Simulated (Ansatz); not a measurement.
This script for the Ansatz DFT code, driven from Python starts 5 runs on CH₅GeO (charge -1), SMILES C[O][GeH2-]. What input does the engine get in each?

Script `ch5geo.py`:
```python
"""One geometry of CH5GeO(-), method by method."""

from pathlib import Path
import warnings

import ansatz as az
import numpy as np

config = {
    "basis_set": "def2-SVP",
    "net_charge": -1,
}

GEOMETRY = """
C    -1.16150   -0.10590    0.09900
O    -0.10790   -0.41780   -0.77410
Ge    1.43210   -0.12150    0.10950
H    -2.12110   -0.28500   -0.42800
H    -1.13630    0.96730    0.39240
H    -1.14620   -0.76150    0.99820
H     2.61730   -0.67760   -0.72010
H     1.62360    1.40200    0.32320
"""

warnings.simplefilter("ignore", az.DeckWarning)

mol = az.Crystal.molecule()
for line in GEOMETRY.strip().splitlines():
    symbol, *xyz = line.split()
    mol = mol.atom(symbol, [float(v) for v in xyz])

model = (
    mol.calculation()
    .basis(gaussian=config["basis_set"])
    .charge(config["net_charge"])
)

print("functional    E (Ha)        dipole (D)   HOMO (eV)  LUMO (eV)")
for name in ["r2scan", "pbe0", "pbe", "lda", "blyp"]:
    r = model.functional(name).forces().orbitals().run(threads=1, pin="off", runs_dir="runs").report
    lines = Path(r["orbitals_path"]).read_text().splitlines()
    field_of = lambda key: [line.split("=")[1].strip() for line in lines if line.startswith(key)]
    orbitals = [(27.211386 * float(e), s, float(n)) for e, s, n in zip(field_of("Ene="), field_of("Spin="), field_of("Occup="))]
    homo = max(e for e, _, n in orbitals if n > 0.5)
    lumo = min(e for e, _, n in orbitals if n < 0.5)
    dipole = 4.803205 * np.linalg.norm(r["charge_distribution"]["dipole_moment_e_ang"])
    print(f"{name:10s} {r['free_energy_ev'] / 27.211386246:14.6f} {dipole:9.3f} {homo:11.3f} {lumo:10.3f}")
```

Run 1:
```yaml
crystal:
  periodic: [false, false, false]
  atoms:
    - { symbol: C, position_ang: [-1.1615, -0.1059, 0.099] }
    - { symbol: O, position_ang: [-0.1079, -0.4178, -0.7741] }
    - { symbol: Ge, position_ang: [1.4321, -0.1215, 0.1095] }
    - { symbol: H, position_ang: [-2.1211, -0.285, -0.428] }
    - { symbol: H, position_ang: [-1.1363, 0.9673, 0.3924] }
    - { symbol: H, position_ang: [-1.1462, -0.7615, 0.9982] }
    - { symbol: H, position_ang: [2.6173, -0.6776, -0.7201] }
    - { symbol: H, position_ang: [1.6236, 1.402, 0.3232] }
basis:
  gaussian:
    orbitals: def2-SVP
hamiltonian:
  xc: r2scan
total_charge: -1.0
output:
  orbitals: {}
  forces: true
```

Run 2, against run 1:
```diff
-  xc: r2scan
+  xc: pbe0
```

Run 3, against run 1:
```diff
-  xc: r2scan
+  xc: pbe
```

Run 4, against run 1:
```diff
-  xc: r2scan
+  xc: lda
```

Run 5, against run 1:
```diff
-  xc: r2scan
+  xc: blyp
```

```console
$ python ch5geo.py
functional    E (Ha)        dipole (D)   HOMO (eV)  LUMO (eV)
r2scan       -2192.890592     2.289       2.316      5.896
pbe0         -2192.567840     2.288       1.539      6.307
pbe          -2192.503204     2.193       2.513      5.481
lda          -2188.864548     2.111       2.391      5.272
blyp         -2192.967217     2.157       2.694      5.550
```

Total energies depend on the basis set; only differences at equal settings carry meaning. The geometry is a force-field or estimated start, not a minimum of this method, and the basis set is short of its limit. A lower total doesn't mark the better method: functionals have no common bound, and MP2 and coupled cluster aren't variational. An ion's dipole depends on the origin; the program takes it about the centre of nuclear charge. Levels such as HOMO and LUMO are orbital energies: with these approximate functionals they aren't the ionisation energy and electron affinity, and their gap isn't the fundamental gap. Anions want diffuse functions, which this basis lacks. Hardware and time: 14 s on 1 thread of Arm Neoverse V1, on a shared host, peak memory 0.23 GiB.
